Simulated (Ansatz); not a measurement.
# CH6AlGe radical: small, medium and large basis sets

How large a basis does CH6AlGe radical need? Two functionals are run in growing sets.

Program: Ansatz 0.2.0, Gaussian basis. Level of theory: one geometry, several basis sets. These are calculated values, not measurements.

Plan: PBE0-D4/def2-SVP; ωB97M-V/def2-SVP; PBE0-D4/def2-QZVPP; ωB97M-V/def2-QZVPP; the functionals' def2-TZVPP values are taken from earlier runs.

## 1. The relaxed structure

All runs share one geometry, relaxed beforehand with PBE0-D4 in a triple-zeta def2 set.

9 atoms, charge 0, spin multiplicity 2.

Atoms are counted from 1 here; the program's logs count them from 0.

Bond lengths: C1–Al2 1.967 Å, C1–H4 1.096 Å, C1–H5 1.091 Å, C1–H6 1.096 Å, Al2–Ge3 2.511 Å, Ge3–H7 1.541 Å, Ge3–H8 1.547 Å, Ge3–H9 1.547 Å. Angles: Al2–C1–H4 109.5°, Al2–C1–H5 114.0°, Al2–C1–H6 109.5°, H4–C1–H5 108.3°, H4–C1–H6 107.0°, H5–C1–H6 108.3°, C1–Al2–Ge3 116.9°, Al2–Ge3–H7 113.6°, Al2–Ge3–H8 111.7°, Al2–Ge3–H9 111.6°, H7–Ge3–H8 106.6°, H7–Ge3–H9 106.6°, H8–Ge3–H9 106.4°.

## 2. PBE0-D4 in def2-SVP

Input file in.yaml:

```yaml
crystal:
  periodic: [false, false, false]
  atoms:
    - {symbol: C, position_ang: [-0.875646, 1.332135, -1.110002]}
    - {symbol: Al, position_ang: [0.881920, 0.543783, -0.713261]}
    - {symbol: Ge, position_ang: [0.948850, -1.269175, 1.023361]}
    - {symbol: H, position_ang: [-1.565247, 0.544846, -1.435973]}
    - {symbol: H, position_ang: [-0.851655, 2.107188, -1.877994]}
    - {symbol: H, position_ang: [-1.295687, 1.766820, -0.195437]}
    - {symbol: H, position_ang: [2.360346, -1.837608, 1.267575]}
    - {symbol: H, position_ang: [0.052525, -2.467427, 0.632565]}
    - {symbol: H, position_ang: [0.433095, -0.766962, 2.392166]}
basis:
  gaussian: {orbitals: def2-SVP}
magnetization: {spin_polarized: true, initial_magnetization: 1}
hamiltonian: {xc: pbe0, dispersion: d4}
output: {orbitals: {seedname: orbitals}}
```

After this run come: ωB97M-V in def2-SVP; PBE0-D4 in def2-QZVPP; ωB97M-V in def2-QZVPP.

**Question.** What will the summary of the whole plan be? Wanted: PBE0-D4: double and triple zeta above quadruple; ωB97M-V: double and triple zeta above quadruple.

**Answer**, as computed:

| quantity | value |
| --- | --- |
| PBE0-D4: double and triple zeta above quadruple | 12.17, 1.49 eV |
| ωB97M-V: double and triple zeta above quadruple | 12.23, 1.47 eV |

For PBE0-D4 the step from double to triple zeta gains 10.68 eV and the next only 1.49 eV. These are total energies; as a rule much of such shifts cancels in differences, which this series doesn't test.
